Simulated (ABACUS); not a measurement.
# NaTb2Sc2FeO9 in ABACUS: the effect of dispersion

NaTb2Sc2FeO9:

```
CELL_PARAMETERS angstrom
3.86027 0.00000 0.00000
0.00000 3.86027 0.00000
0.00000 0.00000 12.40604
ATOMIC_POSITIONS crystal
Tb 0.00000 0.00000 0.82102
Tb 0.00000 0.00000 0.17898
Fe 0.50000 0.50000 0.00000
Sc 0.50000 0.50000 0.33749
Sc 0.50000 0.50000 0.66251
Na 0.00000 0.00000 0.50000
O 0.00000 0.50000 0.00000
O 0.50000 0.00000 0.00000
O 0.50000 0.50000 0.85767
O 0.50000 0.50000 0.14233
O 0.00000 0.50000 0.28790
O 0.00000 0.50000 0.71210
O 0.50000 0.00000 0.28790
O 0.50000 0.00000 0.71210
O 0.50000 0.50000 0.50000
```

The cell was built by a generator and needn't be a form met in nature.

Alike in all runs:

| Property | Result |
| --- | --- |
| Program | ABACUS 3.10.1 |
| Task | single point |
| Functional | BLYP |
| Potentials or basis | PseudoDojo NC SR 0.4.1 PBE standard, lanthanides 3+ (f in core) |
| Cutoff | 1361 eV |
| Density cutoff | 5442 eV |
| Basis | DZP LCAO (the cutoffs set its grid) |
| k mesh | 7 × 7 × 3 |
| Occupations | fermi-dirac, width 0.05 eV |
| Spin | collinear spin, ferromagnetic start |
| Starting moments | [0.0, 0.0, 3.0, 0.0, 0.0, 0.0, 0.0, 0.0, 0.0, 0.0, 0.0, 0.0, 0.0, 0.0, 0.0] μB |

```tsv
dispersion	largest force (eV/Å)
none	?
D2	0.76
D3	0.29
D3(BJ)	0.31
D3(BJ)+ABC	0.31
```

**Question.** What does the run with dispersion none give?

**Answer.** Largest force 0.33 eV/Å.

Caveats: the atomic orbitals were generated for these runs and aren't a published set; the magnetic or orbital state may not be the lowest; the potentials were made for another functional, which shifts forces and pressure.

Runs at the PBE level aren't shown here.
